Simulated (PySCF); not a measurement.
# C8H8O2: the cost of one run

The runs use PySCF 2.14.0, with density-fitted response routines of our own; the level of theory stands in each step. All values are computed, except where a source is named. Atoms are numbered from 0 throughout.

**1. Starting geometry**

18 atoms, charge 0, multiplicity 1; geometry from: GFN2-xTB. The atoms were then displaced at random by about 0.01 Å, so the start is not that level's minimum.

Bonds of the start (Å): C0–C1 1.53, C1–O2 1.20, C1–O3 1.32, O3–C4 1.43, C4–C5 1.38, C5–C6 1.37, C6–C7 1.39, C7–C8 1.38, C8–C9 1.38, C9–C4 1.39, C0–H10 1.08, C0–H11 1.06, C0–H12 1.12, C5–H13 1.07, C6–H14 1.09, C7–H15 1.09, C8–H16 1.09, C9–H17 1.08.

**2. Optimising the geometry at PBE0-D3(BJ)/def2-SVP**

The job: settings as JSON, then the geometry in Å.

```
{"job": {"xc": "PBE0", "basis": "def2-SVP", "d3": "d3bj", "grid": 1, "shake": 0.01, "kind": "geom"}, "charge": 0, "multiplicity": 1}
C      3.452360     0.094160     0.351080
C      2.075000    -0.370300    -0.111030
O      1.860670    -1.359910    -0.761910
O      1.160860     0.486570     0.308720
C     -0.225310     0.225160     0.082080
C     -0.790120    -1.018410     0.261800
C     -2.139760    -1.183220     0.080930
C     -2.928510    -0.096090    -0.267710
C     -2.375400     1.155710    -0.404980
C     -1.015940     1.319000    -0.239140
H      3.547480    -0.136430     1.406990
H      4.216210    -0.366810    -0.224720
H      3.466910     1.209280     0.235920
H     -0.184160    -1.862170     0.537990
H     -2.594900    -2.168300     0.212110
H     -4.006780    -0.219230    -0.396030
H     -2.986020     2.008610    -0.691850
H     -0.560130     2.294340    -0.366000
```

Started as:

```
$ OMP_NUM_THREADS=1 python probes_run.py task.json out
```

The driver reads the jobs from task.json and runs them one after another.

Q: Estimate the wall time and peak memory of this first job on 1 thread of Intel Xeon Platinum 8375C at 2.90GHz, shared host.

About 2 min, with a peak of 0.91 GiB.
